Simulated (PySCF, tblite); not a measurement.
# C5H4O2: dynamics, then NMR shifts and electronic excitations on frames, part 2 of 2

tblite 0.8.0 and PySCF 2.14.0. Atoms count from 0. Earlier steps stand in the parts before.

## 8. TDDFT and polarisability: 625 fs, PBE0/def2-SVPD

Job settings and geometry (Å):

```
{"job": {"kind": "uv", "xc": "PBE0", "basis": "def2-SVPD", "nstates": 5, "ntriplets": 0}, "charge": 0, "multiplicity": 1}
O      2.883200    -1.462400    -0.630600
C      2.195200    -0.677500    -0.056500
C      0.775200    -0.721600     0.158900
C     -0.201000    -1.635300    -0.021800
C     -1.322100    -0.880600     0.637100
C     -0.183100     0.153100     0.956200
O     -0.039200     1.079800     1.674500
H      2.671900     0.225200     0.382400
H     -0.121800    -2.619300    -0.506000
H     -2.206500    -0.597600     0.042900
H     -1.829400    -1.253200     1.559200
```

Method: TDDFT PBE0/def2-SVPD, vertical, gas phase, core orbitals frozen in the response.

Standard output:

```text
coarse grid: 10088 points
cycle   1  E = -342.4188962037  dE =  1.365e+00  |g| = 9.855e-01  |ddm| = 5.609e+00
cycle   2  E = -341.5582913739  dE =  8.606e-01  |g| = 2.271e+00  |ddm| = 5.590e+00
cycle   3  E = -342.6185702472  dE = -1.060e+00  |g| = 1.425e-01  |ddm| = 4.429e+00
cycle   4  E = -342.6221435851  dE = -3.573e-03  |g| = 8.779e-02  |ddm| = 4.728e-01
cycle   5  E = -342.6239154672  dE = -1.772e-03  |g| = 2.998e-02  |ddm| = 2.094e-01
cycle   6  E = -342.6241021814  dE = -1.867e-04  |g| = 8.240e-03  |ddm| = 5.237e-02
cycle   7  E = -342.6241153328  dE = -1.315e-05  |g| = 2.149e-03  |ddm| = 1.298e-02
cycle   8  E = -342.6241163005  dE = -9.677e-07  |g| = 8.849e-04  |ddm| = 5.496e-03
final grid: 99944 points
cycle   9  E = -342.6867387000  dE =  6.081e-06  |g| = 1.410e-02  |ddm| = 1.049e-01
cycle  10  E = -342.6865965881  dE =  1.421e-04  |g| = 3.027e-02  |ddm| = 5.380e-02
cycle  11  E = -342.6867781171  dE = -1.815e-04  |g| = 9.167e-04  |ddm| = 3.915e-02
cycle  12  E = -342.6867783193  dE = -2.022e-07  |g| = 1.891e-04  |ddm| = 1.813e-03
cycle  13  E = -342.6867783245  dE = -5.231e-09  |g| = 1.161e-04  |ddm| = 4.723e-04
cycle  14  E = -342.6867783280  dE = -3.439e-09  |g| = 2.295e-05  |ddm| = 2.583e-04
cycle  15  E = -342.6867783281  dE = -1.327e-10  |g| = 9.198e-06  |ddm| = 6.480e-05
converged SCF energy = -342.6867783281

Static polarisability (au): isotropic 63.853, principal 39.833 68.893 82.834

Singlet excitations
state   eV       nm        f      main configurations
  1   3.1070    399.0   0.00044   H->L 0.92
  2   3.9094    317.1   0.00023   H-1->L 0.78, H->L+1 0.15
  3   4.7594    260.5   0.00061   H->L+1 0.69, H-1->L 0.16, H-1->L+1 0.14
  4   5.4521    227.4   0.18735   H-2->L 0.92
  5   5.5879    221.9   0.00550   H-1->L+1 0.78, H->L+1 0.13
```

It took 21 s on 1 thread of Intel Xeon Platinum 8259CL at 2.50GHz, shared host; peak memory 0.73 GiB.

This run: HOMO -7.60 eV, LUMO -2.76 eV; lowest singlet 3.11 eV.

## 9. Nuclear shieldings: 800 fs, PBE0/pcSseg-1

Job settings and geometry (Å):

```
{"job": {"kind": "nmr", "xc": "PBE0", "basis": "pcSseg-1", "pop": false}, "charge": 0, "multiplicity": 1}
O      2.786900    -1.139400    -0.468500
C      2.014800    -0.357100     0.056800
C      0.578500    -0.494100    -0.011800
C     -0.345700    -1.336600    -0.505500
C     -1.599400    -0.576200     0.058700
C     -0.509700     0.360400     0.654100
O     -0.557500     1.320100     1.377900
H      2.280900     0.448600     0.755200
H     -0.182500    -2.240800    -1.080000
H     -2.295000    -0.163600    -0.709400
H     -2.018500    -1.154900     0.848800
```

With the program's defaults for keys left out, this is: GIAO PBE0/pcSseg-1 NMR shielding, non-relativistic, gas phase.

Standard output:

```text
coarse grid: 10088 points
cycle   1  E = -342.5963307827  dE =  1.309e+00  |g| = 1.041e+00  |ddm| = 3.248e+00
cycle   2  E = -341.6219595847  dE =  9.744e-01  |g| = 2.419e+00  |ddm| = 3.786e+00
cycle   3  E = -342.8112170285  dE = -1.189e+00  |g| = 1.544e-01  |ddm| = 2.981e+00
cycle   4  E = -342.8154357330  dE = -4.219e-03  |g| = 9.330e-02  |ddm| = 2.144e-01
cycle   5  E = -342.8173235671  dE = -1.888e-03  |g| = 3.390e-02  |ddm| = 9.779e-02
cycle   6  E = -342.8175373016  dE = -2.137e-04  |g| = 1.067e-02  |ddm| = 3.446e-02
cycle   7  E = -342.8175578770  dE = -2.058e-05  |g| = 2.810e-03  |ddm| = 8.234e-03
cycle   8  E = -342.8175594392  dE = -1.562e-06  |g| = 9.474e-04  |ddm| = 3.688e-03
final grid: 99944 points
cycle   9  E = -342.8813951339  dE =  7.066e-06  |g| = 1.511e-02  |ddm| = 2.750e-02
cycle  10  E = -342.8812284300  dE =  1.667e-04  |g| = 3.313e-02  |ddm| = 3.804e-02
cycle  11  E = -342.8814384643  dE = -2.100e-04  |g| = 1.167e-03  |ddm| = 2.768e-02
cycle  12  E = -342.8814387580  dE = -2.937e-07  |g| = 2.309e-04  |ddm| = 1.110e-03
cycle  13  E = -342.8814387670  dE = -8.976e-09  |g| = 1.140e-04  |ddm| = 2.502e-04
cycle  14  E = -342.8814387698  dE = -2.789e-09  |g| = 3.293e-05  |ddm| = 1.045e-04
cycle  15  E = -342.8814387700  dE = -2.181e-10  |g| = 1.019e-05  |ddm| = 3.882e-05
converged SCF energy = -342.8814387700

GIAO shielding tensors (ppm)
atom      isotropic    diamagn.    paramagn.     s11        s22        s33       span
  0 O     -416.362     397.333    -813.695  -1191.192   -472.128    414.232   1605.424
  1 C       -5.381     244.688    -250.069    -95.264    -28.015    107.135    202.398
  2 C       27.942     265.540    -237.597    -56.873     42.738     97.962    154.834
  3 C        9.592     253.757    -244.165   -107.191    -27.179    163.146    270.337
  4 C      128.807     256.614    -127.807     91.938    142.033    152.449     60.511
  5 C       -9.688     247.612    -257.300   -100.035    -11.228     82.199    182.234
  6 O     -292.471     400.522    -692.993   -832.176   -355.411    310.173   1142.349
  7 H       21.545      27.732      -6.188     20.354     20.430     23.849      3.495
  8 H       22.475      31.874      -9.400     18.014     24.313     25.098      7.084
  9 H       27.241      28.573      -1.332     24.532     26.433     30.756      6.224
 10 H       28.291      29.824      -1.533     25.855     27.823     31.195      5.340
```

It took 15 s on 1 thread of Intel Xeon Platinum 8259CL at 2.50GHz, shared host; peak memory 0.68 GiB.

This run: δ C5 196.6, C1 192.3, C3 177.3, C2 159.0, H7 10.17, H8 9.24 ppm.

## 10. TDDFT and polarisability: 800 fs, PBE0/def2-SVPD

Settings changed since step 9:

```diff
@@ -1,2 +1,2 @@
-{"job": {"kind": "nmr", "xc": "PBE0", "basis": "pcSseg-1", "pop": false}, "charge": 0, "multiplicity": 1}
+{"job": {"kind": "uv", "xc": "PBE0", "basis": "def2-SVPD", "nstates": 5, "ntriplets": 0}, "charge": 0, "multiplicity": 1}
 O      2.786900    -1.139400    -0.468500
```

Level: TDDFT PBE0/def2-SVPD, vertical, gas phase, core orbitals frozen in the response.

Standard output:

```text
coarse grid: 10088 points
cycle   1  E = -342.4080296415  dE =  1.250e+00  |g| = 9.992e-01  |ddm| = 5.442e+00
cycle   2  E = -341.4325918907  dE =  9.754e-01  |g| = 2.381e+00  |ddm| = 5.249e+00
cycle   3  E = -342.6166818733  dE = -1.184e+00  |g| = 1.394e-01  |ddm| = 4.155e+00
cycle   4  E = -342.6200046515  dE = -3.323e-03  |g| = 8.774e-02  |ddm| = 4.390e-01
cycle   5  E = -342.6218254334  dE = -1.821e-03  |g| = 2.662e-02  |ddm| = 2.002e-01
cycle   6  E = -342.6219651769  dE = -1.397e-04  |g| = 1.016e-02  |ddm| = 4.816e-02
cycle   7  E = -342.6219853319  dE = -2.015e-05  |g| = 2.670e-03  |ddm| = 1.397e-02
cycle   8  E = -342.6219867723  dE = -1.440e-06  |g| = 1.075e-03  |ddm| = 5.780e-03
final grid: 99944 points
cycle   9  E = -342.6846811655  dE =  5.151e-06  |g| = 1.410e-02  |ddm| = 9.704e-02
cycle  10  E = -342.6845288598  dE =  1.523e-04  |g| = 3.102e-02  |ddm| = 5.119e-02
cycle  11  E = -342.6847207468  dE = -1.919e-04  |g| = 1.119e-03  |ddm| = 3.696e-02
cycle  12  E = -342.6847210373  dE = -2.905e-07  |g| = 2.337e-04  |ddm| = 1.957e-03
cycle  13  E = -342.6847210454  dE = -8.061e-09  |g| = 1.371e-04  |ddm| = 4.575e-04
cycle  14  E = -342.6847210493  dE = -3.938e-09  |g| = 3.328e-05  |ddm| = 2.228e-04
cycle  15  E = -342.6847210495  dE = -2.116e-10  |g| = 1.201e-05  |ddm| = 6.420e-05
converged SCF energy = -342.6847210495

Static polarisability (au): isotropic 63.293, principal 39.934 69.816 80.130

Singlet excitations
state   eV       nm        f      main configurations
  1   2.9926    414.3   0.00028   H->L 0.91
  2   3.8264    324.0   0.00025   H-1->L 0.70, H->L+1 0.23
  3   4.6257    268.0   0.00053   H->L+1 0.67, H-1->L 0.22, H-1->L+1 0.09
  4   5.4970    225.5   0.19481   H-2->L 0.94
  5   5.5891    221.8   0.00188   H-1->L+1 0.83
```

Wall time 21 s (1 thread of Intel Xeon Platinum 8259CL at 2.50GHz, shared host); peak memory 0.73 GiB.

Key values: HOMO -7.57 eV, LUMO -2.86 eV; lowest singlet 2.99 eV.

## 11. Nuclear shieldings: 1000 fs, PBE0/pcSseg-1

Job settings and geometry (Å):

```
{"job": {"kind": "nmr", "xc": "PBE0", "basis": "pcSseg-1", "pop": false}, "charge": 0, "multiplicity": 1}
O      2.610900    -0.939500    -0.756600
C      1.840700    -0.521400     0.063000
C      0.429000    -0.561900    -0.016700
C     -0.504600    -1.418400    -0.448200
C     -1.645100    -0.394700    -0.366100
C     -0.602600     0.551500     0.256700
O     -0.589100     1.662500     0.775600
H      2.166300     0.069300     0.946700
H     -0.518500    -2.446700    -0.651600
H     -2.076900    -0.001200    -1.318000
H     -2.531100    -0.669800     0.228700
```

Level: GIAO PBE0/pcSseg-1 NMR shielding, non-relativistic, gas phase.

Standard output:

```text
coarse grid: 10088 points
cycle   1  E = -342.5937155438  dE =  1.376e+00  |g| = 1.035e+00  |ddm| = 3.258e+00
cycle   2  E = -341.5828089577  dE =  1.011e+00  |g| = 2.461e+00  |ddm| = 3.920e+00
cycle   3  E = -342.8046818013  dE = -1.222e+00  |g| = 1.722e-01  |ddm| = 3.102e+00
cycle   4  E = -342.8094428129  dE = -4.761e-03  |g| = 1.127e-01  |ddm| = 2.512e-01
cycle   5  E = -342.8118999323  dE = -2.457e-03  |g| = 4.775e-02  |ddm| = 1.254e-01
cycle   6  E = -342.8123231224  dE = -4.232e-04  |g| = 9.805e-03  |ddm| = 4.526e-02
cycle   7  E = -342.8123412082  dE = -1.809e-05  |g| = 2.860e-03  |ddm| = 7.721e-03
cycle   8  E = -342.8123429026  dE = -1.694e-06  |g| = 8.699e-04  |ddm| = 3.830e-03
final grid: 99944 points
cycle   9  E = -342.8758907795  dE =  1.120e-05  |g| = 1.552e-02  |ddm| = 2.760e-02
cycle  10  E = -342.8757083517  dE =  1.824e-04  |g| = 3.446e-02  |ddm| = 4.093e-02
cycle  11  E = -342.8759367314  dE = -2.284e-04  |g| = 1.367e-03  |ddm| = 2.982e-02
cycle  12  E = -342.8759370849  dE = -3.535e-07  |g| = 3.998e-04  |ddm| = 1.302e-03
cycle  13  E = -342.8759371105  dE = -2.558e-08  |g| = 1.854e-04  |ddm| = 5.078e-04
cycle  14  E = -342.8759371170  dE = -6.508e-09  |g| = 3.881e-05  |ddm| = 1.804e-04
cycle  15  E = -342.8759371173  dE = -3.399e-10  |g| = 1.701e-05  |ddm| = 5.257e-05
converged SCF energy = -342.8759371173

GIAO shielding tensors (ppm)
atom      isotropic    diamagn.    paramagn.     s11        s22        s33       span
  0 O     -405.469     396.988    -802.457  -1169.865   -443.791    397.250   1567.115
  1 C       -3.958     244.021    -247.978    -87.175    -32.837    108.139    195.314
  2 C       23.624     266.413    -242.789    -65.389     43.590     92.672    158.061
  3 C       22.253     252.180    -229.927    -94.441     -8.590    169.788    264.229
  4 C      128.252     255.195    -126.943     95.171    136.747    152.840     57.669
  5 C      -13.931     245.776    -259.708   -107.369    -17.334     82.908    190.278
  6 O     -303.855     400.099    -703.954   -844.535   -380.794    313.764   1158.299
  7 H       21.672      27.389      -5.716     19.305     21.824     23.888      4.584
  8 H       23.349      32.652      -9.304     18.041     25.815     26.191      8.150
  9 H       27.486      28.601      -1.115     25.671     26.204     30.584      4.913
 10 H       27.828      28.564      -0.736     25.019     26.862     31.602      6.583
```

Run time: 15 s. Hardware: 1 thread of Intel Xeon Platinum 8259CL at 2.50GHz, shared host; peak memory 0.68 GiB.

This run: δ C5 200.9, C1 190.9, C3 164.7, C2 163.3, H7 10.04, H8 8.37 ppm.

## 12. Ultraviolet spectrum: 1000 fs, PBE0/def2-SVPD

Settings changed since step 11:

```diff
@@ -1,2 +1,2 @@
-{"job": {"kind": "nmr", "xc": "PBE0", "basis": "pcSseg-1", "pop": false}, "charge": 0, "multiplicity": 1}
+{"job": {"kind": "uv", "xc": "PBE0", "basis": "def2-SVPD", "nstates": 5, "ntriplets": 0}, "charge": 0, "multiplicity": 1}
 O      2.610900    -0.939500    -0.756600
```

Method: TDDFT PBE0/def2-SVPD, vertical, gas phase, core orbitals frozen in the response.

Standard output:

```text
coarse grid: 10088 points
cycle   1  E = -342.4054924992  dE =  1.317e+00  |g| = 9.930e-01  |ddm| = 5.629e+00
cycle   2  E = -341.4095977726  dE =  9.959e-01  |g| = 2.409e+00  |ddm| = 4.967e+00
cycle   3  E = -342.6104095897  dE = -1.201e+00  |g| = 1.542e-01  |ddm| = 3.992e+00
cycle   4  E = -342.6140819527  dE = -3.672e-03  |g| = 1.046e-01  |ddm| = 4.389e-01
cycle   5  E = -342.6163256367  dE = -2.244e-03  |g| = 4.256e-02  |ddm| = 2.026e-01
cycle   6  E = -342.6166801715  dE = -3.545e-04  |g| = 8.514e-03  |ddm| = 5.686e-02
cycle   7  E = -342.6166941600  dE = -1.399e-05  |g| = 2.412e-03  |ddm| = 1.375e-02
cycle   8  E = -342.6166954408  dE = -1.281e-06  |g| = 7.856e-04  |ddm| = 5.410e-03
final grid: 99944 points
cycle   9  E = -342.6791555009  dE =  8.175e-06  |g| = 1.434e-02  |ddm| = 9.770e-02
cycle  10  E = -342.6789921260  dE =  1.634e-04  |g| = 3.196e-02  |ddm| = 5.368e-02
cycle  11  E = -342.6791965924  dE = -2.045e-04  |g| = 1.205e-03  |ddm| = 3.700e-02
cycle  12  E = -342.6791968994  dE = -3.070e-07  |g| = 3.098e-04  |ddm| = 2.019e-03
cycle  13  E = -342.6791969140  dE = -1.466e-08  |g| = 1.693e-04  |ddm| = 6.000e-04
cycle  14  E = -342.6791969197  dE = -5.629e-09  |g| = 3.160e-05  |ddm| = 2.837e-04
cycle  15  E = -342.6791969199  dE = -2.321e-10  |g| = 1.445e-05  |ddm| = 8.553e-05
converged SCF energy = -342.6791969199

Static polarisability (au): isotropic 63.677, principal 42.734 69.017 79.281

Singlet excitations
state   eV       nm        f      main configurations
  1   3.2544    381.0   0.00124   H->L 0.91
  2   3.8576    321.4   0.00048   H-1->L 0.60, H->L+1 0.35
  3   4.7429    261.4   0.00531   H->L+1 0.58, H-1->L 0.37
  4   5.2395    236.6   0.00207   H-1->L+1 0.84
  5   5.3702    230.9   0.12895   H-2->L 0.91
```

It took 20 s on 1 thread of Intel Xeon Platinum 8259CL at 2.50GHz, shared host; peak memory 0.73 GiB.

In short: HOMO -7.65 eV, LUMO -2.67 eV; lowest singlet 3.25 eV.

## 13. Run by run: NMR shifts

Shifts (ppm) of some atoms, chosen among heavy atoms and hydrogens apart, with basis size and wall time:

```
  frame     C1     C3     C5    H9   H10     O0     O6  functions  time
 250 fs  198.6  189.9  188.9  3.34  3.18  790.3  643.1        139  22 s
 425 fs  183.4  178.2  192.8  3.19  2.67  677.8  627.0        139  15 s
 625 fs  184.1  174.3  187.6  4.14  4.03  712.3  585.5        139  15 s
 800 fs  192.3  177.3  196.6  4.48  3.43  752.4  628.6        139  15 s
1000 fs  190.9  164.7  200.9  4.23  3.89  741.5  639.9        139  15 s
```

## 14. Side by side: electronic excitations

Excitations and ground-state properties, with basis size and wall time:

```
  frame  lowest singlet (eV)  brightest (eV)      f  gap (eV)  α (Å³)  μ (D)  functions  time
 250 fs                 3.00            5.34  0.090      4.70    9.39   2.88        178  27 s
 425 fs                 3.18            5.57  0.160      4.85    9.26   2.96        178  20 s
 625 fs                 3.11            5.45  0.187      4.84    9.46   3.35        178  21 s
 800 fs                 2.99            5.50  0.195      4.71    9.38   3.14        178  21 s
1000 fs                 3.25            5.37  0.129      4.98    9.44   3.75        178  20 s
```

## 15. Summary of results

This closing draws on all 2 parts.

```
                                      quantity                                 value
                                    thermostat                                 200 K
                 mean temperature, second half                                 186 K
       mean potential energy above the minimum                               0.23 eV
13C shifts against TMS (PBE0/pcSseg-1, 250 fs)  198.6, 189.9, 188.9, 153.6, 48.1 ppm
 1H shifts against TMS (PBE0/pcSseg-1, 250 fs)           10.00, 9.63, 3.34, 3.18 ppm
17O shifts against H2O (PBE0/pcSseg-1, 250 fs)                      790.3, 643.1 ppm
         surface potential, 1st and 99th percentile                    -1.45 V and 1.52 V
       lowest singlet (PBE0/def2-SVPD, 250 fs)           3.00 eV (414 nm), f = 0.000
      brightest single state of those computed           state 5, 5.34 eV, f = 0.090
                      range of the shift of O0                    677.8 to 790.3 ppm
                   range of the lowest singlet                       2.99 to 3.25 eV
```

In words: In the second half the potential energy averages 0.23 eV above the minimum; equipartition over 27 harmonic modes at 200 K would give 0.23 eV. With 11 atoms the temperature swings widely (100 to 275 K). Shifts at one fixed geometry are not the observed spectrum, which averages over the motion. In the first frame run (250 fs): The largest span, 1643 ppm, is at O0, where the paramagnetic term is -852 ppm. At PBE0/pcSseg-1, counted by nearest atom on the grid, the HOMO lies on O0 37 %; O6 29 %, the LUMO on C3 34 %; C1, C2 about 14 % each. The first singlet state (HOMO→LUMO 0.89) lies at 3.00 eV and is dark; of the 5 states computed, the strongest absorption comes from state 5 at 5.34 eV (the last computed, so partners may be missing). In ppm, O0 moves most: its shift spreads over 112.5 ppm, from 677.8 (425 fs) to 790.3 (250 fs). The lowest singlet runs from 2.99 eV (800 fs) to 3.25 eV (1000 fs), while the orbital gap spans 4.70 to 4.98 eV. The lowest state need not be the same one in every run.
